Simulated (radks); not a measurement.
# Cl⁺ in [Ne] 3s1.75 3p4 4s0.25: an all-electron calculation

One table from this session's results is given with a row withheld; the runs are named, their logs left out.

Method: Dirac Kohn-Sham, exchange-only B88, spin-unpolarised, spherical densities, finite nucleus; open shells fill j = l - 1/2 first. Code: radks (a radial shooting solver on a logarithmic mesh, Libxc functionals) version 1.

## Starting point

| Quantity | Value |
| --- | --- |
| element | chlorine (Z = 17) |
| charge | +1 |
| electrons | 16 |
| configuration | [Ne] 3s1.75 3p4 4s0.25 |
| nuclear rms radius | 3.3654 fm |

The first run:

The run's settings:

```text
Z 17
configuration [Ne] 3s1.75 3p4 4s0.25
relativity Dirac
functional b88,
spin unpolarised
j_filling energy
nucleus finite rms 3.3654 fm
c 137.035999084
```

Command:

```console
> python run_ks.py task.json out
```

The same process makes all the runs of this session.

One table of the session follows, with a row left open; its other results are not shown here.

It belongs to the step «Orbitals and density». From the orbitals of this run (lengths in bohr):

| level | <r> | outermost maximum (interpolated) | 90 % within | nodes |
| --- | --- | --- | --- | --- |
| 1s1/2 | 0.09096 | 0.0595 | 0.162 | 0 |
| 2s1/2 | 0.4442 | 0.362 | 0.695 | 1 |
| 2p1/2 | 0.4051 | 0.300 | 0.673 | 0 |
| 2p3/2 | 0.4074 | 0.302 | 0.677 | 0 |
| 3s1/2 | 1.480 | 1.26 | 2.23 | 2 |
| 3p1/2 | ? | ? | ? | ? |
| 3p3/2 | 1.692 | 1.38 | 2.63 | 1 |
| 4s1/2 | 4.589 | 3.98 | 6.77 | 3 |

Estimate the missing values for 3p1/2.

As computed: <r>: 1.684; outermost maximum (interpolated): 1.37; 90 % within: 2.61; nodes: 1. In the column «<r>» it lies between 3s1/2 (1.480) and 3p3/2 (1.692).
